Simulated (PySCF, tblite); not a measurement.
# C₈H₉ radical: geometry, infrared bands and EPR parameters

Wanted: the infrared bands and EPR parameters of C₈H₉ radical (`[CH2]c1ccc(C)cc1`), by calculation.

Computed with tblite 0.8.0 and PySCF 2.14.0, with density-fitted response routines of our own, on a single molecule in the gas phase. Atoms count from 0, in the outputs and in this text.

## (1) The molecule as given

17 atoms, charge 0, multiplicity 2; geometry from: force field or distance geometry start.

Bonds of the start (Å): C0–C1 1.51, C1–C2 1.36, C2–C3 1.40, C3–C4 1.40, C4–C5 1.50, C4–C6 1.37, C6–C7 1.39, C7–C1 1.38, C0–H8 1.13, C0–H9 1.12, C2–H10 1.10, C3–H11 1.07, C5–H12 1.10, C5–H13 1.12, C5–H14 1.12, C6–H15 1.09, C7–H16 1.09.

## (2) Relaxing the molecule with GFN2-xTB

The job: settings as JSON, then the geometry in Å.

```
{"job": {"kind": "relax", "xc": "GFN2-xTB", "basis": "xTB"}, "charge": 0, "multiplicity": 2}
C      3.043800     0.502200     0.341500
C      1.557200     0.287100     0.196800
C      0.817000     0.982700    -0.713000
C     -0.564100     0.799300    -0.864300
C     -1.207600    -0.131900    -0.046900
C     -2.683000    -0.326300    -0.220600
C     -0.455000    -0.829400     0.862500
C      0.914100    -0.629900     1.004600
H      3.538100    -0.405500     0.796500
H      3.491000     0.580900    -0.681500
H      1.339100     1.714500    -1.346400
H     -1.068500     1.385500    -1.602300
H     -3.185700    -0.725500     0.673300
H     -3.123400     0.633600    -0.607300
H     -2.871300    -1.061200    -1.043300
H     -0.993000    -1.545300     1.490000
H      1.444300    -1.218800     1.750500
```

Command:

```console
$ OMP_NUM_THREADS=1 python probes_run.py task.json out
```

One launch serves the whole session: the jobs run in the order shown.

**Question.** This job is followed by: GFN2-xTB harmonic vibrations, gas phase; UKS B3LYP, pcH-1 on C H, non-relativistic, mean-field spin-orbit, GIAO. What will the session give for the following? strongest single infrared mode (GFN2-xTB); zero-point energy (GFN2-xTB); g(iso) (B3LYP); ⟨S²⟩; largest a(iso) (averaged by class); potential on the surface of density 0.002 e/bohr³, 1st and 99th percentile.

The runs gave:

```
                                                                  quantity                 value
                                 strongest single infrared mode (GFN2-xTB)  3079 cm⁻¹, 95 km/mol
                                              zero-point energy (GFN2-xTB)         87.0 kcal/mol
                                                            g(iso) (B3LYP)               2.00260
                                                                      ⟨S²⟩    0.781 (exact 0.75)
                                        largest a(iso) (averaged by class)   13C on C0, 58.5 MHz
potential on the surface of density 0.002 e/bohr³, 1st and 99th percentile    -0.70 V and 0.81 V
```

In words: Relaxing lowered the energy by 1.009 eV in 53 steps; the close pair that moved most is C0–C1, from 1.509 to 1.377 Å. The lowest mode is imaginary (36i cm⁻¹), so the xTB geometry is not a minimum: the zero-point energy counts the real modes alone, and all values at this geometry belong to a saddle point. Unscaled tight-binding wavenumbers are off by several per cent, some by more. Its intensities can rank the bands wrongly. C0 carries the largest spin population, 0.74 e. The isotropic g lies 0.3 ppt above the free-electron value. The conformer search found further structures of the same energy, which may be mirror or relabelled copies of this one.
